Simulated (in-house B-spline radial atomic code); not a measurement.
**Ge²⁸⁺: ionisation energy by several methods**

Aim: the ionisation energy of Ge²⁸⁺ by several methods, each as the difference of two self-consistent energies (Ge²⁸⁺ and the next ion, [He] 2s1).

Program: in-house B-spline radial atomic code version 1. Level of theory: non-relativistic, several functionals, spin-polarised; spherical all-electron atom at the radial basis limit. These are calculated values, not measurements, unless marked.

## Step 1: What is computed

- element: germanium (Z = 32)
- charge: +28
- electrons: 4
- configuration: [He] 2s2
- nucleus: point

The outer shells:

[He] 2s2
```
[He] core
2s [↑↓]
```

Where spins are not typed, each open shell is filled with up spins first.

## Step 2: B3LYP

Settings of the run:

```ini
Z = 32
electrons = 4.0
configuration = [He] 2s2
hamiltonian = nr
method = b3lyp
spin_polarised = True
```

The program writes no log. Results of the run, from its result record (rounded, main fields):

```text
{
  "status": "converged",
  "scf [iteration, energy, orbital gradient]": [
    [1, -1227.80140695, 2.83],
    [2, -1230.48552778, 0.0383],
    [3, -1230.48604027, 0.0188],
    [4, -1230.48616427, 0.00926],
    [5, -1230.48620382, 0.000149],
    [6, -1230.48620383, 6.85e-07],
    [7, -1230.48620383, 5.92e-09]
  ],
  "energy [hartree]": {"total": -1230.48620383, "kinetic": 1230.29160473, "nuclear": -2509.47867934, "coulomb": 74.2640039039, "exact_exchange": -5.12260095631, "xc": -20.4405321675},
  "orbitals [hartree, bohr; up spins, the down spins are equal]": [
    ["name", "occ", "eps", "<r>", "<r^2>", "<1/r>", "r_max", "density_at_nucleus"],
    ["1s up", 1.0, -473.87307, 0.047556, 0.003023, 31.636, 0.031523, 10194.0],
    ["2s up", 1.0, -109.63076, 0.19677, 0.045208, 7.5748, 0.1703, 1165.1]
  ],
  "sum_r [bohr^k]": {"-1": 78.42121, "1": 0.4886459, "2": 0.09646123},
  "density_at_nucleus [bohr^-3]": 22718.38,
  "spin_density_at_nucleus [bohr^-3]": 0.0,
  "mass_velocity [hartree]": -77.63798,
  "darwin [hartree]": 60.81039,
  "radius_at_0.001 [bohr]": 0.6264,
  "radius_enclosing [bohr]": {"0.5": 0.09304, "0.9": 0.2549, "0.99": 0.384},
  "slater [hartree]": {
    "F0(1s up,1s up)": 19.734,
    "F0(1s up,1s down)": 19.734,
    "F0(1s up,2s up)": 6.4057,
    "G0(1s up,2s up)": 0.64618,
    "F0(1s up,2s down)": 6.4057,
    "F0(1s down,1s down)": 19.734,
    "F0(1s down,2s up)": 6.4057,
    "F0(1s down,2s down)": 6.4057,
    "G0(1s down,2s down)": 0.64618,
    "F0(2s up,2s up)": 4.5868,
    "F0(2s up,2s down)": 4.5868,
    "F0(2s down,2s down)": 4.5868
  },
  "ionisation_energy [hartree]": 111.016047
}
```

It took 0.06 s on 1 thread, shared host.

The run also solves the next ion with the same method; the record keeps the difference, ionisation_energy. radius_at_0.001 is where the density falls to 0.001 electrons per bohr³.

Radial density 4πr²n(r) and radial functions P(r) = rR(r):

```csv
r (bohr),4πr²n,1s down,2s down
0.00239,1.399,0.7924,0.2677
0.00322,2.408,1.0396,0.3510
0.00434,4.071,1.3519,0.4559
0.00584,6.694,1.7339,0.5836
0.00787,10.67,2.1898,0.7342
0.0106,16.23,2.7030,0.8999
0.0143,23.26,3.2404,1.0639
0.0193,30.65,3.7293,1.1908
0.0259,35.92,4.0570,1.2241
0.0350,36.10,4.1074,1.0870
0.0471,29.39,3.7689,0.7000
0.0634,18.40,3.0332,0.0168
0.0855,9.975,2.0410,-0.9067
0.115,9.017,1.0885,-1.8231
0.155,11.59,0.4205,-2.3701
0.209,10.00,0.1054,-2.2338
0.282,4.486,0.0147,-1.4976
0.379,0.9067,0.0010,-0.6733
0.511,0.06359,0.0000,-0.1783
0.689,0.001150,0.0000,-0.0240
```

On the record's full grid the radial density has clear maxima near r = 0.030, 0.15 bohr.

X-ray form factor of the spherical density:

```csv
sinθ/λ (1/Å),f (electrons)
0,4.000
0.1,3.993
0.2,3.972
0.3,3.937
0.4,3.889
0.6,3.758
0.8,3.587
1,3.388
1.4,2.950
1.8,2.525
2.5,1.953
4,1.412
6,1.077
```

## Step 3: BHandHLYP

Settings of the run:

```ini
Z = 32
electrons = 4.0
configuration = [He] 2s2
hamiltonian = nr
method = bhandhlyp
spin_polarised = True
```

From the record:

```text
{
  "status": "converged",
  "scf [iteration, energy, orbital gradient]": [
    [1, -1227.9624181, 2.85],
    [2, -1230.66596271, 0.0186],
    [3, -1230.66608221, 0.0092],
    [4, -1230.66611164, 0.00456],
    [5, -1230.66612126, 3.79e-05],
    [6, -1230.66612126, 4.86e-07],
    [7, -1230.66612126, 9.55e-09]
  ],
  "energy [hartree]": {"total": -1230.66612126, "kinetic": 1230.52969046, "nuclear": -2509.71883431, "coulomb": 74.2699990688, "exact_exchange": -12.8089708839, "xc": -12.9380055955},
  "orbitals [hartree, bohr; up spins, the down spins are equal]": [
    ["name", "occ", "eps", "<r>"],
    ["1s up", 1.0, -476.23912, 0.047521],
    ["2s up", 1.0, -110.13517, 0.19682]
  ],
  "sum_r [bohr^k]": {"-1": 78.42871, "1": 0.4886782, "2": 0.09648565},
  "ionisation_energy [hartree]": 110.993914
}
```

Run time: 0.09 s. Hardware: 1 thread, shared host.

## Step 4: LDA (VWN5)

Settings of the run:

```ini
Z = 32
electrons = 4.0
configuration = [He] 2s2
hamiltonian = nr
method = lda,vwn
spin_polarised = True
```

From the record:

```text
{
  "status": "converged",
  "scf [iteration, energy, orbital gradient]": [
    [1, -1225.28006932, 2.77],
    [2, -1227.82972672, 0.0516],
    [3, -1227.83066763, 0.0253],
    [4, -1227.83089215, 0.0124],
    [5, -1227.83096245, 0.000271],
    [6, -1227.83096249, 3.47e-07],
    [7, -1227.83096249, 6.77e-11]
  ],
  "energy [hartree]": {"total": -1227.83096249, "kinetic": 1227.47377942, "nuclear": -2506.61121939, "coulomb": 74.1866946279, "xc": -22.8802171495},
  "orbitals [hartree, bohr; up spins, the down spins are equal]": [
    ["name", "occ", "eps", "<r>"],
    ["1s up", 1.0, -471.45393, 0.047639],
    ["2s up", 1.0, -109.12205, 0.19688]
  ],
  "sum_r [bohr^k]": {"-1": 78.3316, "1": 0.4890313, "2": 0.09658685},
  "ionisation_energy [hartree]": 110.867374
}
```

It took 0.03 s on 1 thread, shared host.

## Step 5: ωB97X

Settings of the run:

```ini
Z = 32
electrons = 4.0
configuration = [He] 2s2
hamiltonian = nr
method = wb97x
spin_polarised = True
```

From the record:

```text
{
  "status": "converged",
  "scf [iteration, energy, orbital gradient]": [
    [1, -1228.38789118, 2.86],
    [2, -1231.11305328, 0.0469],
    [3, -1231.1135193, 0.024],
    [4, -1231.11363356, 0.0123],
    [5, -1231.11367073, 0.000293],
    [6, -1231.11367074, 1.68e-05],
    [7, -1231.11367074, 8.64e-08]
  ],
  "energy [hartree]": {"total": -1231.11367074, "kinetic": 1231.12543087, "nuclear": -2510.33247538, "coulomb": 74.299683341, "exact_exchange": -4.6109628215, "xc": -21.5953467525},
  "orbitals [hartree, bohr; up spins, the down spins are equal]": [
    ["name", "occ", "eps", "<r>"],
    ["1s up", 1.0, -473.71492, 0.047525],
    ["2s up", 1.0, -109.73755, 0.19656]
  ],
  "sum_r [bohr^k]": {"-1": 78.44789, "1": 0.4881662, "2": 0.09618476},
  "ionisation_energy [hartree]": 110.832867
}
```

Run time: 0.07 s. Hardware: 1 thread, shared host.

## Step 6: OLYP

Settings of the run:

```ini
Z = 32
electrons = 4.0
configuration = [He] 2s2
hamiltonian = nr
method = optx,lyp
spin_polarised = True
```

From the record:

```text
{
  "status": "converged",
  "scf [iteration, energy, orbital gradient]": [
    [1, -1227.9717319, 2.87],
    [2, -1230.67614192, 0.0443],
    [3, -1230.67689229, 0.0217],
    [4, -1230.67707215, 0.0106],
    [5, -1230.67712879, 0.000207],
    [6, -1230.67712882, 1.87e-06],
    [7, -1230.67712882, 3.87e-08]
  ],
  "energy [hartree]": {"total": -1230.67712882, "kinetic": 1230.54069897, "nuclear": -2509.72916889, "coulomb": 74.2715013009, "xc": -25.7601601987},
  "orbitals [hartree, bohr; up spins, the down spins are equal]": [
    ["name", "occ", "eps", "<r>"],
    ["1s up", 1.0, -472.34372, 0.047542],
    ["2s up", 1.0, -109.32671, 0.19677]
  ],
  "sum_r [bohr^k]": {"-1": 78.42904, "1": 0.4886196, "2": 0.09645281},
  "ionisation_energy [hartree]": 111.014696
}
```

Wall time 0.04 s (1 thread, shared host).

## Step 7: B97-1

Settings of the run:

```ini
Z = 32
electrons = 4.0
configuration = [He] 2s2
hamiltonian = nr
method = b97_1
spin_polarised = True
```

From the record:

```text
{
  "status": "converged",
  "scf [iteration, energy, orbital gradient]": [
    [1, -1227.96783293, 2.85],
    [2, -1230.66597552, 0.0349],
    [3, -1230.66641216, 0.0172],
    [4, -1230.66651811, 0.00846],
    [5, -1230.66655204, 0.000129],
    [6, -1230.66655205, 2.42e-07]
  ],
  "energy [hartree]": {"total": -1230.66655205, "kinetic": 1230.50157554, "nuclear": -2509.68996736, "coulomb": 74.2686106272, "exact_exchange": -5.37951607399, "xc": -20.3672547813},
  "orbitals [hartree, bohr; up spins, the down spins are equal]": [
    ["name", "occ", "eps", "<r>"],
    ["1s up", 1.0, -473.92903, 0.047541],
    ["2s up", 1.0, -109.64952, 0.19677]
  ],
  "sum_r [bohr^k]": {"-1": 78.42781, "1": 0.4886238, "2": 0.09644264},
  "ionisation_energy [hartree]": 111.043729
}
```

Wall time 0.05 s (1 thread, shared host).

## Step 8: PBE

Settings of the run:

```ini
Z = 32
electrons = 4.0
configuration = [He] 2s2
hamiltonian = nr
method = pbe,pbe
spin_polarised = True
```

From the record:

```text
{
  "status": "converged",
  "scf [iteration, energy, orbital gradient]": [
    [1, -1227.73737182, 2.83],
    [2, -1230.4172602, 0.0534],
    [3, -1230.41822248, 0.0261],
    [4, -1230.4184522, 0.0128],
    [5, -1230.41852417, 0.000269],
    [6, -1230.41852421, 6.39e-07],
    [7, -1230.41852421, 5.31e-09]
  ],
  "energy [hartree]": {"total": -1230.41852421, "kinetic": 1230.30937183, "nuclear": -2509.49625086, "coulomb": 74.2630837427, "xc": -25.4947289268},
  "orbitals [hartree, bohr; up spins, the down spins are equal]": [
    ["name", "occ", "eps", "<r>"],
    ["1s up", 1.0, -472.30937, 0.047576],
    ["2s up", 1.0, -109.28421, 0.19673]
  ],
  "sum_r [bohr^k]": {"-1": 78.42176, "1": 0.4886177, "2": 0.09644105},
  "ionisation_energy [hartree]": 111.050275
}
```

It took 0.14 s on 1 thread, shared host.

## Step 9: All methods side by side

| method | rung | total energy (hartree) | ΔSCF (eV) | −ε highest (eV) | ΔSCF less tabulated (eV) |
| --- | --- | --- | --- | --- | --- |
| LDA (VWN5) | LDA | -1227.8310 | 3016.85 | 2969.36 (2s up) | -57.15 |
| OLYP | GGA | -1230.6771 | 3020.86 | 2974.93 (2s up) | -53.14 |
| PBE | GGA | -1230.4185 | 3021.83 | 2973.77 (2s up) | -52.17 |
| B3LYP | global hybrid | -1230.4862 | 3020.90 | 2983.20 (2s up) | -53.10 |
| BHandHLYP | global hybrid | -1230.6661 | 3020.30 | 2996.93 (2s up) | -53.70 |
| B97-1 | global hybrid | -1230.6666 | 3021.65 | 2983.72 (2s up) | -52.35 |
| ωB97X | range-separated hybrid | -1231.1137 | 3015.92 | 2986.11 (2s up) | -58.08 |

The tabulated ionisation energy is 3074 ± 3 eV (semi-empirical; NIST Atomic Spectra Database). PBE comes nearest (-52.17 eV) and ωB97X is farthest (-58.08 eV, 1.9 %). Mean absolute error by rung (exchange-only levels left out): LDA 57.15 eV, GGA 52.65 eV, global hybrid 53.05 eV, range-separated hybrid 58.08 eV. All methods miss on the same side by much the same amount, which points to something that they share. These runs lack relativity altogether, which can outweigh the gaps between the methods, so the nearest may be so by luck. These runs leave out relativity, which matters at this nuclear charge.

What each method cost (CPU seconds, one thread, shared host; runs marked * also made radial tables):

| method | CPU time | miss (eV) |
| --- | --- | --- |
| LDA (VWN5) | 0.03 s | -57.15 |
| OLYP | 0.04 s | -53.14 |
| B97-1 | 0.05 s | -52.35 |
| B3LYP* | 0.06 s | -53.10 |
| ωB97X | 0.07 s | -58.08 |
| BHandHLYP* | 0.09 s | -53.70 |
| PBE | 0.14 s | -52.17 |
